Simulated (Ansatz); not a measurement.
# Zr3SnO8: the band gap up the ladder of functionals

An exercise on one series of results from a longer session: the logs are not shown, and one member is left open.

Program: Ansatz 0.2.0. PAW datasets, plane waves. Values at 0 K without nuclear motion; spin polarisation is off, and the phase may be a hypothetical one.

### The system as given

The cell was relaxed beforehand with r2SCAN.

It is orthorhombic, Cmmm (No. 65); a = 6.831 Å, b = 6.872 Å, c = 6.489 Å in the conventional setting, 12.69 Å³ an atom. Around Zr lie 6 O at 2.10 Å; around Sn lie 6 O at 2.07–2.08 Å; around O lie 1 Sn at 2.08 Å and 2 Zr at 2.10–2.12 Å; around O lie 1 Sn at 2.07 Å and 2 Zr at 2.10 Å; around Zr lie 6 O at 2.09–2.12 Å.

As a file:

```xyz
12
Lattice="3.4359 -3.4156 0.0000 3.4359 3.4156 0.0000 0.0000 0.0000 6.4895" Properties=species:S:1:pos:R:3 pbc="T T T"
Zr    3.4359    0.0000    1.6141
Sn    0.0000    0.0000    0.0000
O     1.3312    0.0000    1.5988
O     5.5406    0.0000    1.5988
O     3.4359   -1.3483    0.0000
O     3.4359    1.3483    0.0000
Zr    3.4359    0.0000    4.8754
Zr    0.0000    0.0000    3.2447
O     1.3312    0.0000    4.8907
O     5.5406    0.0000    4.8907
O     3.4359   -1.3236    3.2447
O     3.4359    1.3236    3.2447
```

The first run:

The input, input.yaml:

```yaml
crystal:
  lattice:
    - [3.4359306724, -3.4156115276, 0.0]
    - [3.4359306724, 3.4156115276, 0.0]
    - [0.0, 0.0, 6.4894972886]
  atoms:
    - { symbol: Zr, position: [0.5, 0.5, 0.2487261498] }
    - { symbol: Sn, position: [0.0, 0.0, 0.0] }
    - { symbol: O, position: [0.1937218192, 0.1937218192, 0.2463627013] }
    - { symbol: O, position: [0.8062781808, 0.8062781808, 0.2463627013] }
    - { symbol: O, position: [0.6973704742, 0.3026295258, 0.0] }
    - { symbol: O, position: [0.3026295258, 0.6973704742, 0.0] }
    - { symbol: Zr, position: [0.5, 0.5, 0.7512738502] }
    - { symbol: Zr, position: [0.0, 0.0, 0.5] }
    - { symbol: O, position: [0.1937218192, 0.1937218192, 0.7536372987] }
    - { symbol: O, position: [0.8062781808, 0.8062781808, 0.7536372987] }
    - { symbol: O, position: [0.6937581415, 0.3062418585, 0.5] }
    - { symbol: O, position: [0.3062418585, 0.6937581415, 0.5] }
kpoints:
  mp_grid: { grid: [6, 6, 4] }
  band_path:
    path:
      - [[0.0, 0.0, 0.0], [0.5, 0.5, -2.416890265562e-34], [0.5029481188444, 0.4970518811556, 8.136259972795e-21]]
      - [[0.4970518811556, -0.4970518811556, 1.371770793008e-18], [0.0, 0.0, 0.0], [3.058323522693e-36, -1.109358667621e-36, 0.5], [0.4970518811556, -0.4970518811556, 0.5]]
      - [[0.5029481188444, 0.4970518811556, 0.5], [0.5, 0.5, 0.5], [0.5, 0.5, -2.416890265562e-34]]
      - [[0.0, 0.0, 0.0], [0.5, -4.189077206879e-17, 6.899535264903e-19], [0.5, -4.208231361044e-17, 0.5], [3.058323522693e-36, -1.109358667621e-36, 0.5], [0.5, 0.5, 0.5]]
    npoints: 10
hamiltonian:
  xc: pbe
scf:
  occupations: { method: fermi_dirac, width: 0.02 }
  n_extra_bands: 7
output:
  forces: true
  stress: true
  eigenvalues: true
  write_density: true
  write_potential: true
  elf: true
  volumetric_format: npy
```

Steps of the session up to this table: PBE band path; Single point with r2SCAN; HSE06 at the same geometry; PBE+SOC at the same geometry; PBE0 at the same geometry.

One table of the session follows, with a row left open; its other results are not shown here.

| level | gap (eV) |
| --- | --- |
| PBE | 2.76 |
| r2SCAN | 3.33 |
| HSE06 | 4.39 |
| PBE+SOC | 2.77 |
| PBE0 | ? |

Estimate the missing values for PBE0.

**Answer.** gap (eV): 5.14. In the column «gap (eV)» it is the highest.

Meshes: PBE 6×6×4, r2SCAN 6×6×4, HSE06 4×4×2, PBE+SOC 6×6×4, PBE0 4×4×2

PBE gives the least gap, 2.76 eV, and PBE0 the largest, 5.14 eV. Against HSE06, PBE is short by 1.63 eV, at 63 % of it, and r2SCAN 76 %. PBE0 lies 0.76 eV above HSE06, which differs from it by screening the long-range exchange.

Limits of these values: Warnings in the runs' records: stress exchange threshold loose, stress scf threshold loose.
